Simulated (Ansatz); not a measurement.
# CsEuCl3: the cost of one run

Program: Ansatz 0.2.0. Level of theory: DFT LDA+U (U_eff = 8 eV on Eu f), plane waves, PAW, no spin–orbit coupling unless a run says so. These are calculated values, not measurements.

A COD entry behind a cell of this session may itself be a prediction, so a difference from it is no test against experiment.

## 1. The system as given

The structure is tetragonal, space group P4mm (No. 99). The conventional cell has a = 5.588 Å, b = 5.588 Å, c = 5.619 Å, α = 90.00°, β = 90.00°, γ = 90.00°. Cs (site symmetry 4mm) is surrounded by 12 Cl at 3.95 to 3.96 Å. Eu (site symmetry 4mm) has 5 Cl at 2.60 to 2.79 Å as nearest neighbours. Cl (site symmetry 4mm) has 1 Eu at 2.60 Å as nearest neighbours. Cl (site symmetry 2mm) is surrounded by 2 Eu at 2.79 Å and 4 Cs at 3.96 Å.

As a file:

```
CELL_PARAMETERS angstrom
5.58800 0.00000 0.00000
0.00000 5.58800 0.00000
0.00000 0.00000 5.61900
ATOMIC_POSITIONS crystal
Cs 0.00000 0.00000 0.00000
Eu 0.50000 0.50000 0.51200
Cl 0.50000 0.50000 0.97400
Cl 0.00000 0.50000 0.50000
Cl 0.50000 0.00000 0.50000
```

Magnetic order typed: ferromagnetic.

## 2. From atoms, symmetry kept, no search

input.yaml

```yaml
crystal:
  lattice:
    - [5.58800047, 0.0, 0.0]
    - [0.0, 5.58800047, 0.0]
    - [0.0, 0.0, 5.61900047]
  atoms:
    - { symbol: Cs, position: [0.0, 0.0, 0.0] }
    - { symbol: Eu, position: [0.5, 0.5, 0.512], spin: 7.0 }
    - { symbol: Cl, position: [0.5, 0.5, 0.974] }
    - { symbol: Cl, position: [0.0, 0.5, 0.5] }
    - { symbol: Cl, position: [0.5, 0.0, 0.5] }
basis:
  ecutwfc: 420
  ecutrho_ratio: 4
kpoints:
  mp_grid: { grid: [4, 4, 4] }
hamiltonian:
  xc: lda
  hubbard: { sites: [{ site: 1, l: f, u_eff: 8.0 }] }
scf:
  occupations: { method: gaussian, width: 0.05 }
  lower_state_search: "off"
  max_iter: 150
output:
  forces: true
  stress: true
  eigenvalues: true
  populations: true
  hubbard: { sites: [{ site: 1, l: f }] }
magnetization:
  spin_polarized: true
```

On the command line:

```console
ansatz run input.yaml --threads 4 --pin off --max-ram 6144MiB --backend cpu --events-out ev --progress --plain --runs-dir out
```

Q: Estimate wall time and peak memory on 4 threads of Arm Neoverse V1, shared host.

About 13 s, with a peak of 0.62 GiB.
